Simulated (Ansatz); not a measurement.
# N: the cost of one run

Program: Ansatz 0.2.0. Level of theory: DFT PBEsol, plane waves, PAW, scalar-relativistic, no spin polarisation. These are calculated values, not measurements.

## Step 1: The system as given

The cell holds 24 atoms (N24): a = 8.862 Å, b = 8.862 Å, c = 8.862 Å, α = 90.00°, β = 90.00°, γ = 90.00°.

Its coordinates follow in the input file.

## Step 2: Preparing the start

Contents of input.yaml:

```yaml
accuracy: low
crystal:
  lattice:
    - [8.862095, 0.0, 0.0]
    - [0.0, 8.862095, 0.0]
    - [0.0, 0.0, 8.862095]
  atoms:
    - { symbol: "N", position: [0.0717956, 0.4390922, 0.4092676] }
    - { symbol: "N", position: [0.1105359, 0.409414, 0.2914693] }
    - { symbol: "N", position: [0.4716387, 0.1266944, 0.8530379] }
    - { symbol: "N", position: [0.5339738, 0.0993927, 0.9608666] }
    - { symbol: "N", position: [0.4361896, 0.9036156, 0.2846475] }
    - { symbol: "N", position: [0.3163229, 0.9458433, 0.2743105] }
    - { symbol: "N", position: [0.6970271, 0.5731905, 0.642475] }
    - { symbol: "N", position: [0.6353883, 0.6492093, 0.7242054] }
    - { symbol: "N", position: [0.7827076, 0.9810591, 0.2002528] }
    - { symbol: "N", position: [0.8574118, 0.9055469, 0.1297174] }
    - { symbol: "N", position: [0.3019434, 0.6936748, 0.8455912] }
    - { symbol: "N", position: [0.3984852, 0.7757699, 0.8596672] }
    - { symbol: "N", position: [0.9598997, 0.6939809, 0.2979199] }
    - { symbol: "N", position: [0.9962431, 0.7398291, 0.4112123] }
    - { symbol: "N", position: [0.1061235, 0.3453471, 0.8665298] }
    - { symbol: "N", position: [0.081995, 0.3176968, 0.7444179] }
    - { symbol: "N", position: [0.8206943, 0.1266994, 0.5722978] }
    - { symbol: "N", position: [0.7673396, 0.0857883, 0.4639575] }
    - { symbol: "N", position: [0.8421008, 0.4940044, 0.068645] }
    - { symbol: "N", position: [0.741507, 0.5184812, 0.1430751] }
    - { symbol: "N", position: [1.0029659, 0.7292712, 0.9233327] }
    - { symbol: "N", position: [0.948235, 0.747499, 0.8096211] }
    - { symbol: "N", position: [0.353132, 0.4281605, 0.5884961] }
    - { symbol: "N", position: [0.3205465, 0.3437436, 0.4986628] }
basis:
  ecutwfc: 420.0
kpoints:
  mp_grid: { grid: [1, 1, 1] }
hamiltonian:
  xc: pbesol
scf:
  occupations: { method: fermi_dirac, width: 0.05 }
  lower_state_search: "off"
relax:
  f_tol: 0.3
  max_steps: 15
  adjacent_minimum: "off"
```

On the command line:

```
$ ansatz run input.yaml --threads 1 --pin off --max-ram 3072MiB --backend cpu --events-out ev --progress --plain --runs-dir out
```

**Question.** How long does this run take on 1 thread of Intel Xeon 6975P-C (Granite Rapids), shared host, and how much memory does it need?

About 20 s, with a peak of 0.6 GiB.
